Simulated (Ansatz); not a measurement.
**C3H11AlO (SMILES C[Al-](C)(C)[OH2+]) at B3LYP/6-31G(d) (spherical functions)**

What is the energy change on altering one bond length of C3H11AlO at B3LYP/6-31G* (spherical functions)? 

The calculation is run with Ansatz 0.2.0.

71 further runs of the same task are left out: 2 that didn't finish, 69 set aside as unsound or not needed.

## 1. The molecule

C3H11AlO has 16 atoms, charge 0, and is taken as a singlet. SMILES: `C[Al-](C)(C)[OH2+]`. The shape is that of a PBE0-D4/def2-TZVP optimisation. This is one conformer, not always the lowest.

Bond lengths: C1–Al2 1.979 Å, Al2–C3 1.979 Å, Al2–C4 1.966 Å, Al2–O5 2.056 Å, C1–H6 1.097 Å, C1–H7 1.096 Å, C1–H8 1.097 Å, C3–H9 1.097 Å, C3–H10 1.097 Å, C3–H11 1.096 Å, C4–H12 1.095 Å, C4–H13 1.096 Å, C4–H14 1.095 Å, O5–H15 0.964 Å, O5–H16 0.964 Å. Some angles: C1–Al2–C3 117.8°, C1–Al2–C4 117.9°, C1–Al2–O5 96.3°, C3–Al2–C4 118.0°, C3–Al2–O5 96.3°, C4–Al2–O5 102.6°, Al2–C1–H6 113.5°, Al2–C1–H7 110.5°, Al2–C1–H8 113.0°, Al2–C3–H9 113.0°.

## 2. The energy at B3LYP/6-31G(d) (spherical functions)

File in.yaml:

```yaml
basis:
  gaussian:
    orbitals: 6-31G_st_-spherical.json
crystal:
  periodic: [false, false, false]
  atoms:
    - {symbol: C, position_ang: [-0.637980, 0.723110, -1.712710]}
    - {symbol: Al, position_ang: [0.085580, -0.140530, -0.085580]}
    - {symbol: C, position_ang: [1.698930, 0.654370, 0.740480]}
    - {symbol: C, position_ang: [-0.210750, -2.071140, 0.142530]}
    - {symbol: O, position_ang: [-1.268240, 0.678630, 1.227590]}
    - {symbol: H, position_ang: [-0.585750, 1.818080, -1.686750]}
    - {symbol: H, position_ang: [-0.069050, 0.414640, -2.597260]}
    - {symbol: H, position_ang: [-1.679210, 0.445600, -1.917720]}
    - {symbol: H, position_ang: [1.843550, 0.343900, 1.782560]}
    - {symbol: H, position_ang: [1.707300, 1.750610, 0.717030]}
    - {symbol: H, position_ang: [2.601530, 0.334090, 0.207600]}
    - {symbol: H, position_ang: [-0.016600, -2.405220, 1.167190]}
    - {symbol: H, position_ang: [0.454110, -2.651670, -0.507280]}
    - {symbol: H, position_ang: [-1.233710, -2.369370, -0.110180]}
    - {symbol: H, position_ang: [-0.808840, 1.221910, 1.877580]}
    - {symbol: H, position_ang: [-1.880870, 1.252980, 0.754900]}
total_charge: 0
hamiltonian:
  xc: {name: B3LYP}
accuracy: high
output: {orbitals: {seedname: orbitals}}
```

The basis set 6-31G* is read from a file made from the Basis Set Exchange's data (not shown).

The run is started by

```bash
$ ansatz run in.yaml --threads 1 --pin off --max-ram 3480MiB --events-out events.jsonl --progress --plain --runs-dir runs
```

Output:

```text
Warning: RAYON_NUM_THREADS=1 ignored (pool sized by the plan → 1); use --threads N
Functional definition: B3LYP
  name "B3LYP"
  parameter a0 = 0.2
  parameter ax = 0.72
  parameter ac = 0.81
  exchange = (1 - a0 - ax)*slater_x + ax*b88_x + a0*exact_x
  correlation = (1 - ac)*vwn_rpa_c + ac*lyp_c
2389 factors; integrals over basis functions are off by at most 5.8e-9 eV
mean field evaluation 1: about -11918.8077 eV, gradient 8.6e1 eV
mean field evaluation 2: about -11911.2486 eV, gradient 9.9e1 eV
mean field evaluation 4: about -11935.2431 eV, gradient 4.0e0 eV
mean field evaluation 8: about -11935.5251 eV, gradient 1.7e-1 eV
mean field evaluation 16: about -11935.5252 eV, gradient 1.5e-5 eV
mean field -11935.52521728 eV, -438.6224615455 hartree, gradient 7.7e-8 eV, S^2 0.000000; 0 other end points of the search recorded, 0 dependent functions left out
reference -11935.52526616 eV, -438.6224633420 hartree; 25, 25 occupied and 71, 71 virtual orbitals, 2389 factors
Total energy: -11935.52526616 eV, -438.6224633420 hartree
```

Wall time 16 s (1 thread of Arm Neoverse V1, shared host); peak memory 0.39 GiB.

## 3. The distorted shape at the same level

File input.yaml:

```yaml
crystal:
  periodic: [false, false, false]
  atoms:
    - {symbol: C, position_ang: [-0.434918, 0.600243, -1.909675]}
    - {symbol: Al, position_ang: [0.288642, -0.263397, -0.282545]}
    - {symbol: C, position_ang: [1.901992, 0.531503, 0.543515]}
    - {symbol: C, position_ang: [-0.007688, -2.194007, -0.054435]}
    - {symbol: O, position_ang: [-1.268240, 0.678630, 1.227590]}
    - {symbol: H, position_ang: [-0.382688, 1.695213, -1.883715]}
    - {symbol: H, position_ang: [0.134012, 0.291773, -2.794225]}
    - {symbol: H, position_ang: [-1.476148, 0.322733, -2.114685]}
    - {symbol: H, position_ang: [2.046612, 0.221033, 1.585595]}
    - {symbol: H, position_ang: [1.910362, 1.627743, 0.520065]}
    - {symbol: H, position_ang: [2.804592, 0.211223, 0.010635]}
    - {symbol: H, position_ang: [0.186462, -2.528087, 0.970225]}
    - {symbol: H, position_ang: [0.657172, -2.774537, -0.704245]}
    - {symbol: H, position_ang: [-1.030648, -2.492237, -0.307145]}
    - {symbol: H, position_ang: [-0.808840, 1.221910, 1.877580]}
    - {symbol: H, position_ang: [-1.880870, 1.252980, 0.754900]}
basis:
  gaussian:
    orbitals: 6-31G_st_-spherical.json
hamiltonian:
  xc: {name: B3LYP}
accuracy: high
output:
  orbitals: {seedname: orbitals}
```

The basis set 6-31G* is read from a file made from the Basis Set Exchange's data (not shown).

The run is started by

```bash
$ ansatz run input.yaml --threads 1 --pin off --max-ram 3480MiB --events-out events.jsonl --progress --plain --runs-dir runs
```

Output, cut to the lines that bear on the results:

```text
Warning: RAYON_NUM_THREADS=1 ignored (pool sized by the plan → 1); use --threads N
[... 7 set-up lines as earlier in the session ...]
2369 factors; integrals over basis functions are off by at most 7.2e-9 eV
mean field evaluation 1: about -11918.6480 eV, gradient 8.6e1 eV
mean field evaluation 2: about -11910.5113 eV, gradient 1.0e2 eV
mean field evaluation 4: about -11935.1421 eV, gradient 3.9e0 eV
mean field evaluation 8: about -11935.4225 eV, gradient 1.8e-1 eV
mean field evaluation 16: about -11935.4226 eV, gradient 1.3e-5 eV
mean field -11935.42260048 eV, -438.6186904477 hartree, gradient 7.8e-8 eV, S^2 0.000000; 0 other end points of the search recorded, 0 dependent functions left out
reference -11935.42264924 eV, -438.6186922395 hartree; 25, 25 occupied and 71, 71 virtual orbitals, 2369 factors
Total energy: -11935.42264924 eV, -438.6186922395 hartree
```

Run time: 15 s. Hardware: 1 thread of Arm Neoverse V1, shared host; peak memory 0.38 GiB.

## 4. Results

At B3LYP/6-31G* (spherical functions):

```
                                                          quantity          value
                                         first shape: total energy  -438.62246 Eh
                                          first shape: HOMO energy       -6.33 eV
                                          first shape: LUMO energy        0.05 eV
                                        first shape: HOMO–LUMO gap        6.38 eV
                                     distorted shape: total energy  -438.61869 Eh
                                      distorted shape: HOMO energy       -6.45 eV
                                      distorted shape: LUMO energy        0.11 eV
                                    distorted shape: HOMO–LUMO gap        6.56 eV
energy change with the Al2–O5 bond stretched from 2.056 to 2.365 Å       0.103 eV
```

**Reading.** With the Al2–O5 bond stretched from 2.056 to 2.365 Å the energy rises by 0.10 eV (2.4 kcal/mol). The first shape isn't relaxed at this level, so the change isn't measured from a minimum.
